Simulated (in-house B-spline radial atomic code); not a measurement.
# Xe⁶⁺: ionisation energy by several methods

Aim: the ionisation energy of Xe⁶⁺ by several methods, each as the difference of two self-consistent energies (Xe⁶⁺ and the next ion, [Kr] 4d10 5s1).

Method: scalar-relativistic (X2C), several functionals, spin-polarised; spherical all-electron atom at the radial basis limit. Code: in-house B-spline radial atomic code version 1.

**1. The system**

| Quantity | Value |
| --- | --- |
| element | xenon (Z = 54) |
| charge | +6 |
| electrons | 48 |
| configuration | [Kr] 4d10 5s2 |
| nucleus | Fermi, rms radius 4.786 fm |

The outer shells:

[Kr] 4d10 5s2
```
[Kr] core
4d [↑↓][↑↓][↑↓][↑↓][↑↓]
5s [↑↓]
```

Where spins are not typed, each open shell is filled with up spins first.

**2. Hartree-Fock**

The run's settings:

```ini
Z = 54
electrons = 48.0
configuration = [Kr] 4d10 5s2
hamiltonian = x2c
method = hf
spin_polarised = True
nucleus = fermi
rms_radius = 4.7859
mass_number = 132
atomic_mass = 131.90415508346
speed_of_light = 137.035999084
```

**3. RPBE**

Settings: those of step 2 with these lines changed.

```diff
@@ -4,3 +4,3 @@
 hamiltonian = x2c
-method = hf
+method = rpbe,pbe
 spin_polarised = True
```

**4. AM05**

Settings: those of step 3 with these lines changed.

```diff
@@ -4,3 +4,3 @@
 hamiltonian = x2c
-method = rpbe,pbe
+method = am05
 spin_polarised = True
```

**5. BHandHLYP**

Settings: those of step 4 with these lines changed.

```diff
@@ -4,3 +4,3 @@
 hamiltonian = x2c
-method = am05
+method = bhandhlyp
 spin_polarised = True
```

**6. exchange-only LDA**

Settings: those of step 5 with these lines changed.

```diff
@@ -4,3 +4,3 @@
 hamiltonian = x2c
-method = bhandhlyp
+method = lda,
 spin_polarised = True
```

**7. PBE**

Settings: those of step 6 with these lines changed.

```diff
@@ -4,3 +4,3 @@
 hamiltonian = x2c
-method = lda,
+method = pbe,pbe
 spin_polarised = True
```

**Question.** The tabulated ionisation energy is 91.6 ± 0.5 eV (semi-empirical; NIST Atomic Spectra Database). What does each method give, and which comes nearest?

The runs gave:

| method | rung | total energy (hartree) | ΔSCF (eV) | −ε highest (eV) | ΔSCF less tabulated (eV) |
| --- | --- | --- | --- | --- | --- |
| exchange-only LDA | LDA | -7426.5793 | 91.361 | 85.161 (5s up) | -0.239 |
| RPBE | GGA | -7438.1982 | 92.264 | 85.855 (5s up) | +0.664 |
| AM05 | GGA | -7431.8411 | 92.398 | 86.181 (5s up) | +0.798 |
| PBE | GGA | -7437.7945 | 92.506 | 86.116 (5s up) | +0.906 |
| BHandHLYP | global hybrid | -7438.2239 | 91.841 | 88.640 (5s up) | +0.241 |
| Hartree-Fock | Hartree-Fock | -7435.4161 | 89.652 | 89.886 (5s up) | -1.948 |

What this shows: Tables give 91.6 ± 0.5 eV (semi-empirical; NIST Atomic Spectra Database) for the ionisation energy. exchange-only LDA misses by -0.239 eV, the least, and Hartree-Fock by -1.948 eV (2.1 %), the most. Mean absolute error by rung (exchange-only levels left out): GGA 0.79 eV, global hybrid 0.24 eV, Hartree-Fock 1.95 eV. Relativistic terms that these runs lack can be as large as the gaps between close methods, so the nearest may be so by luck. PBE is off by +0.906 eV. Spin-orbit coupling is left out. For the semilocal functionals minus the highest level recovers only 93 % of their own ΔSCF value, a mark of self-interaction.
